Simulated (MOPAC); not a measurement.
# MNDO (COSMO chloroform, electric field (-0.2, 0, -0.5) V/angstrom) run of CH3BrSi (SMILES [SiH3][C]Br)

Aim: a structure relaxation of CH3BrSi. 

The results are computed with MOPAC 23.2.5.

6 further runs of the same task are left out: 3 that didn't finish, 3 set aside as unsound or not needed.

## (1) The molecule

The species is CH3BrSi (6 atoms), meant as a triplet with charge 0. As SMILES, `[SiH3][C]Br`. The shape is that of a GFN2-xTB optimisation. The run starts from this shape.

Bond lengths: Si1–C2 1.845 Å, C2–Br3 1.810 Å, Si1–H4 1.468 Å, Si1–H5 1.459 Å, Si1–H6 1.468 Å. Angles: Si1–C2–Br3 133.9°, C2–Si1–H4 110.6°, C2–Si1–H5 103.9°, C2–Si1–H6 110.5°, H4–Si1–H5 111.6°, H4–Si1–H6 108.7°, H5–Si1–H6 111.6°.

## (2) A structure relaxation at MNDO (COSMO chloroform, electric field (-0.2, 0, -0.5) V/angstrom)

The input, mol.sdf:

```

     RDKit          3D

  6  5  0  0  0  0  0  0  0  0999 V2000
   -0.2684    0.5088   -0.2574 Si  0  0  0  0  0  4  0  0  0  0  0  0
   -0.0815   -1.1170    0.5956 C   0  0  0  0  0  2  0  0  0  0  0  0
    1.3420   -2.1317    1.0666 Br  0  0  0  0  0  0  0  0  0  0  0  0
    0.2987    0.4493   -1.6106 H   0  0  0  0  0  0  0  0  0  0  0  0
   -1.7108    0.7250   -0.2888 H   0  0  0  0  0  0  0  0  0  0  0  0
    0.4200    1.5656    0.4947 H   0  0  0  0  0  0  0  0  0  0  0  0
  2  1  1  0
  3  2  1  0
  4  1  1  0
  5  1  1  0
  6  1  1  0
M  RAD  1   2   3
M  END
$$$$
```

The input, mol.mop:

```
MNDO FIELD=(-0.2,0,-0.5) EPS=4.71 PL TRIPLET ITRY=100 SHIFT=50 GNORM=0.05 CYCLES=200 CAMP-KING OPEN(2,2) THREADS=1 AUX(PRECISION=6)


Si   0.000000  1    0.000000  1    0.000000  1     0   0   0
C    1.845472  1    0.000000  1    0.000000  1     1   0   0
Br   1.810472  1  133.917551  1    0.000000  1     2   1   0
H    1.468432  1  110.556644  1   60.690308  1     1   2   3
H    1.458851  1  103.924301  1  180.552122  1     1   2   3
H    1.468460  1  110.474711  1  300.363112  1     1   2   3
```

Run with:

```bash
$ obabel mol.sdf -omopin -xk "MNDO FIELD=(-0.2,0,-0.5) EPS=4.71 PL TRIPLET ITRY=100 SHIFT=50 GNORM=0.05 CYCLES=200 CAMP-KING OPEN(2,2) THREADS=1 AUX(PRECISION=6)" -O mol.mop
$ mopac mol.mop
```

Q: Predict the results. Wanted: dipole moment; heat of formation.

**Answer.** As computed:

Level: MNDO (COSMO chloroform, electric field (-0.2, 0, -0.5) V/angstrom).

```
         quantity          value
    dipole moment         1.89 D
heat of formation  47.8 kcal/mol
```

In words: At the final geometry: Bond lengths: Si1–C2 1.712 Å, C2–Br3 1.728 Å, Si1–H4 1.390 Å, Si1–H5 1.377 Å, Si1–H6 1.366 Å. Angles: Si1–C2–Br3 180.0°, C2–Si1–H4 107.9°, C2–Si1–H5 110.8°, C2–Si1–H6 113.8°, H4–Si1–H5 104.4°, H4–Si1–H6 108.0°, H5–Si1–H6 111.5°. The optimisation stopped short of its gradient threshold. The optimisation took 21 steps and changed the energy by -0.869 eV.
